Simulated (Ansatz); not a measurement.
The system is NiMoIrPdW.

```xyz
10
Lattice="2.7708 0.0000 0.0000 -1.3854 2.3996 0.0000 0.0000 0.0000 22.0196" Properties=species:S:1:pos:R:3 pbc="T T T"
Ni    0.0000    1.5998   18.7345
Ni    1.3854    0.7999    3.2851
Mo    1.3854    0.7999   16.7479
Mo    0.0000    1.5998    5.2717
Pd    0.0000    1.5998    1.1734
Pd    1.3854    0.7999   20.8462
Ir    0.0000    1.5998   14.4948
Ir    1.3854    0.7999    7.5248
W     0.0000    1.5998    9.7807
W     1.3854    0.7999   12.2389
```

The cell was built by a generator and needn't be a form met in nature.

Base run:

| Quantity | Value |
| --- | --- |
| Program | Ansatz 0.2.0 |
| Functional | PBE |
| Potentials or basis | all-electron LAPW, scalar-relativistic |
| Cutoff | 270 eV |
| Density cutoff | 1079 eV |
| Basis error allowed | 0.002 eV/atom |
| k mesh | 8 × 8 × 2 |
| Occupations | fermi-dirac, width 0.05 eV |
| Spin | collinear spin, ferromagnetic start |
| Starting moments | [1.0, 1.0, 1.0, 1.0, 0.0, 0.0, 0.6, 0.6, 0.0, 0.0] μB |
| Hubbard terms | Ir d U = 3 eV, Mo d U = 3 eV, Ni d U = 3 eV, Pd d U = 3 eV, W d U = 3 eV |

Its results: band gap on the k mesh none (metal or under the smearing width); pressure 0.8 GPa; net moment 0.76 μB per cell; largest force 0.078 eV/Å.

Task: The run is repeated on the same cell with these changes: hubbard terms from Ir d U = 3 eV, Mo d U = 3 eV, Ni d U = 3 eV, Pd d U = 3 eV, W d U = 3 eV to none. What comes out?

Result: Band gap on the k mesh none (metal or under the smearing width); pressure 0.1 GPa; net moment 0.00 μB per cell; largest force 0.070 eV/Å.

Caveats: the k mesh is thin for a metal, which can move the energy by tens of meV per atom; the magnetic state may not be the lowest (some runs); U is the effective U less J, on atomic orbitals that reach past the spheres (some runs); the U is typed as a test and isn't derived for this compound (some runs).

Not every run made on this cell is shown here.
